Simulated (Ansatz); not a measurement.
**C₂H₃FSn: small, medium and large basis sets**

How large a basis does C₂H₃FSn need? Two functionals are run in growing sets.

Computed with Ansatz 0.2.0, Gaussian basis. Level: one geometry, several basis sets.

Levels to be run: PBE0-D4/def2-SVP; ωB97M-V/def2-SVP; PBE0-D4/def2-QZVPP; ωB97M-V/def2-QZVPP; the functionals' def2-TZVPP values are taken from earlier runs.

## (1) The relaxed structure

The geometry comes from an earlier relaxation with PBE0-D4 in a triple-zeta def2 set; it is a stationary point, not always the lowest conformer. Sn takes the def2 core potential; no spin-orbit term is included.

SMILES `C#[C][SnH2][F]`, 7 atoms, charge 0, spin multiplicity 1.

Atoms are counted from 1 here; the program's logs count them from 0.

Bond lengths: C1–C2 1.206 Å, C1–H5 1.067 Å, C2–Sn3 2.069 Å, Sn3–F4 1.920 Å, Sn3–H6 1.696 Å, Sn3–H7 1.696 Å. Angles: C2–C1–H5 179.4°, C1–C2–Sn3 178.5°, C2–Sn3–F4 105.1°, C2–Sn3–H6 111.6°, C2–Sn3–H7 111.6°, F4–Sn3–H6 105.3°, F4–Sn3–H7 105.3°, H6–Sn3–H7 116.8°.

## (2) PBE0-D4 in def2-SVP

The input, in.yaml:

```yaml
crystal:
  periodic: [false, false, false]
  atoms:
    - {symbol: C, position_ang: [0.540885, -2.061682, 0.309573]}
    - {symbol: C, position_ang: [0.260929, -0.899818, 0.149324]}
    - {symbol: Sn, position_ang: [-0.181049, 1.107483, -0.090785]}
    - {symbol: F, position_ang: [-1.623958, 1.153623, -1.356433]}
    - {symbol: H, position_ang: [0.780832, -3.092058, 0.444400]}
    - {symbol: H, position_ang: [-0.810548, 1.782073, 1.331899]}
    - {symbol: H, position_ang: [1.094209, 1.942378, -0.833779]}
basis:
  gaussian: {orbitals: def2-SVP}
hamiltonian: {xc: pbe0, dispersion: d4}
output: {orbitals: {seedname: orbitals}}
```

The runs that follow: ωB97M-V in def2-SVP; PBE0-D4 in def2-QZVPP; ωB97M-V in def2-QZVPP.

Q: Predict the results of all the runs planned. Wanted: PBE0-D4: double and triple zeta above quadruple; ωB97M-V: double and triple zeta above quadruple.

The runs gave:

```
                                       quantity          value
PBE0-D4: double and triple zeta above quadruple  6.60, 0.34 eV
ωB97M-V: double and triple zeta above quadruple  6.79, 0.32 eV
```

**Reading.** PBE0-D4 gains 6.26 eV from double to triple zeta, then 0.34 eV more. Total energies overstate the basis error of differences, where much of it tends to cancel. The LUMO of ωB97M-V is positive and keeps falling with the basis (1.03 to 0.46 eV): an unbound level that the basis holds in place.
